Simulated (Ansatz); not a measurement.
ZnPt, space group P4/mmm, a frozen displacement of one atom

With Ansatz 0.2.0 through its Python package.

The cells in order, each with its output:

**Cell 1**
```python
import ansatz as az
import numpy as np
```

**Cell 2**
```python
xtal = (
    az.Lattice.of((2.864, 0.0, 0.0), (0.0, 2.864, 0.0), (0.0, 0.0, 3.51))
    .atom("Zn", (0.5, 0.5, 0.5))
    .atom("Pt", (0.0, 0.0, 0.0))
)
```

**Cell 3**
```python
len(xtal.resolved().sites)
```
Output:
```text
2
```

**Cell 4**
```python
inverse = np.linalg.inv(np.array(xtal.lattice.vectors))
home = np.array(xtal.sites[0].position)
values = np.linspace(-0.02, 0.02, 5)
energies, pulls = [], []
for shift in values:
    moved = xtal.move(0, to=home + shift * inverse[2])
    model = (
        moved.calculation()
        .functional(az.Functional.PBESOL)
        .kpoints(mesh=(10, 10, 8), center="gamma")
        .occupations(az.OccupationsMethod.FERMI_DIRAC, width=0.1)
        .forces()
    )
    summary = model.run(threads=1).report
    energies.append(summary["free_energy_ev"])
    pulls.append(summary["forces_ev_ang"][0][2])
```
Output:
```text
DeckWarning: basis.ecutwfc = 420 eV, auto-derived from the records' recommended cutoffs: set by Zn (normal level)
```

**Cell 5**
```python
# the force is minus the slope of the free energy
print("shift (A)   dE (eV)   force along z (eV/A)")
for shift, e, f in zip(values, energies, pulls):
    print(f"{shift:8.3f} {e - energies[2]:10.5f} {f:12.4f}")
print(f"stiffness from energies {2 * np.polyfit(values, energies, 2)[0]:.3f}, from forces {-np.polyfit(values, pulls, 1)[0]:.3f} eV/A^2")
```
Output:
```text
shift (A)   dE (eV)   force along z (eV/A)
  -0.020    0.00128       0.1278
  -0.010    0.00032       0.0639
   0.000    0.00000      -0.0000
   0.010    0.00032      -0.0639
   0.020    0.00128      -0.1278
stiffness from energies 6.395, from forces 6.392 eV/A^2
```

The curvature of the energy gives 6.395 eV/Å² and the slope of the force 6.392 eV/Å², a positive curvature.

For a metal this k-point mesh is coarse: on a finer one energies can move by several to tens of meV an atom and pressures by half a GPa or more, differences at one mesh by less. In a metal a curvature from energy changes of a few meV or less hangs on mesh and smearing, in size and even in sign. Spin-orbit coupling, which matters for elements this heavy, is left out. The starting cell is as deposited in a crystallographic database; the results hold for this polymorph, which needn't be the stable one. Warnings are shown shortened and without file and line. All periodic images of the atom move with it, so the curvature is one diagonal element of the zone-centre force constants and no normal mode; a positive value doesn't exclude soft modes in which several atoms move. Timing: 24 s on 1 thread of Arm Neoverse V1 (shared host), peak memory 0.43 GiB.
